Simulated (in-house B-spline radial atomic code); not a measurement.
# W⁶¹⁺: ionisation energy by several methods

How far do functionals differ on the ionisation energy of W⁶¹⁺? Each run solves W⁶¹⁺ and then the next ion ([Ne] 3s2).

Method: scalar-relativistic (X2C), several functionals, spin-polarised; spherical all-electron atom at the radial basis limit. Code: in-house B-spline radial atomic code version 1.

### Step 1. Starting point

- element: tungsten (Z = 74)
- charge: +61
- electrons: 13
- configuration: [Ne] 3s2 3p1
- nucleus: Fermi, rms radius 5.366 fm

Outer shells as boxes (Hund's rule):

[Ne] 3s2 3p1
```
[Ne] core
3s [↑↓]
3p [↑ ][  ][  ]
```

Where spins are not typed, each open shell is filled with up spins first.

### Step 2. AM05, a GGA

Settings of the run:

```ini
Z = 74
electrons = 13.0
configuration = [Ne] 3s2 3p1
hamiltonian = x2c
method = am05
spin_polarised = True
nucleus = fermi
rms_radius = 5.3658
mass_number = 184
atomic_mass = 183.95093318
speed_of_light = 137.035999084
```

### Step 3. PBEsol, a GGA

Settings: those of step 2 with these lines changed.

```diff
@@ -4,3 +4,3 @@
 hamiltonian = x2c
-method = am05
+method = pbesol
 spin_polarised = True
```

### Step 4. Hartree-Fock

Settings: those of step 3 with these lines changed.

```diff
@@ -4,3 +4,3 @@
 hamiltonian = x2c
-method = pbesol
+method = hf
 spin_polarised = True
```

Q: The tabulated ionisation energy is 6735 ± 7 eV (semi-empirical; NIST Atomic Spectra Database). What does each method give, and which comes nearest?

As calculated:

| method | rung | total energy (hartree) | ΔSCF (eV) | −ε highest (eV) | ΔSCF less tabulated (eV) |
| --- | --- | --- | --- | --- | --- |
| AM05 | GGA | -11809.2423 | 6479.08 | 6419.08 (3p up) | -255.92 |
| PBEsol | GGA | -11813.8005 | 6479.78 | 6419.71 (3p up) | -255.22 |
| Hartree-Fock | Hartree-Fock | -11816.9995 | 6478.14 | 6478.54 (3p up) | -256.86 |

Against the tabulated ionisation energy, 6735 ± 7 eV (semi-empirical; NIST Atomic Spectra Database), the best here is PBEsol (-255.22 eV) and the worst Hartree-Fock (-256.86 eV, or 3.8 %). All methods miss on the same side by much the same amount, which points to something that they share. Relativistic terms that these runs lack can be as large as the gaps between close methods, so the nearest may be so by luck. Spin-orbit coupling is left out. Open shells are averaged (over orientations, and over spins where the run is restricted), while tables refer to the lowest levels.

Members of this set that are not shown: 4 used exact exchange with fractional occupations of an open shell, which is unsound here.
